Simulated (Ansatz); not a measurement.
**GdN (rocksalt): zero-pressure volume and bulk modulus with r²SCAN**

One table from this session's results is given with a row withheld; the runs are named, their logs left out.

Method: DFT r²SCAN with U = 4 eV on Gd 4f, scalar-relativistic, plane waves, PAW, in Ansatz 0.2.0.

2 further runs of the same task are left out: 2 set aside as unsound or not needed.

## The system as given

It takes space group Fm-3m (No. 225, cubic). The conventional cell has a = 4.999 Å, b = 4.999 Å, c = 4.999 Å, α = 90.00°, β = 90.00°, γ = 90.00°. Gd (site symmetry m-3m) has 6 N at 2.50 Å as nearest neighbours. Around N (site symmetry m-3m) lie 6 Gd at 2.50 Å.

Coordinates:

```
Gd N
1.0
     0.00000    2.49950    2.49950
     2.49950    0.00000    2.49950
     2.49950    2.49950    0.00000
Gd N
1 1
Direct
  0.50000 0.50000 0.50000
  0.00000 0.00000 0.00000
```

At PBE+U (U_eff = 6 eV on Gd 4f), an earlier run found 0.30 GPa for this cell of 15.616 Å³/atom (8×8×8 mesh), metallic, moments in the atoms' spheres Gd 6.94; N -0.14 μB.

Set-up of the first run:

input.yaml

```yaml
crystal:
  lattice:
    - [0.0, 2.4994985661, 2.4994985661]
    - [2.4994985661, 0.0, 2.4994985661]
    - [2.4994985661, 2.4994985661, 0.0]
  atoms:
    - { symbol: Gd, position: [0.5, 0.5, 0.5], spin: 7.63 }
    - { symbol: "N", position: [0.0, 0.0, 0.0] }
basis:
  ecutwfc: 500
  ecutrho_ratio: 4
kpoints:
  mp_grid: { grid: [8, 8, 8] }
hamiltonian:
  xc: r2scan
  hubbard: { sites: [{ species: Gd, l: f, u_eff: 4.0 }] }
scf:
  occupations: { method: gaussian, width: 0.05 }
  lower_state_search: "off"
output:
  forces: true
  stress: true
  eigenvalues: true
  populations: true
  hubbard: { sites: [{ species: Gd, l: f }] }
magnetization:
  spin_polarized: true
checkpoint:
  read: start.run
  write: ck
  compress: false
  write_wavefunctions: false
  write_every: 100000
```

start.run holds the state of a PBE+U run on this cell.

Started as:

```sh
$ ansatz run input.yaml --threads 4 --pin off --max-ram 6144MiB --backend cpu --events-out ev --progress --plain --runs-dir out
```

Among the steps run: At the given cell; Stepping to 15.489 Å³/atom; Volume × 0.98 of the new zero; Volume × 1.02 of the new zero; Volume × 0.96 of the new zero; Volume × 1.04 of the new zero.

One table of the session follows, with a row left open; its other results are not shown here.

It belongs to the step «Energy and pressure against volume». 

```
volume (Å³/atom)  energy (meV/atom)  pressure (GPa)
          14.870              13.56            7.19
          15.179                  ?               ?
          15.489               0.00            0.07
          15.799               2.85           -2.98
          16.109              11.32           -5.73
```

**Question.** Estimate the row for volume (Å³/atom) = 15.179.

Worked estimate for «energy (meV/atom)». A straight line through the neighbours (14.870, 13.56) and (15.489, 0.00) gives 13.56 + (0.00 − 13.56) × (15.179 − 14.870) / (15.489 − 14.870) = 6.79; a parabola fitted to 3 rows on both sides gives 3.58.

**Answer.** energy (meV/atom): 3.34; pressure (GPa): 3.45. In «energy (meV/atom)» the line misses by +3.45 and the parabola by +0.24.

Caveats from the session: Warnings in the runs' records: filled band counts differ across k points, stability check not made.
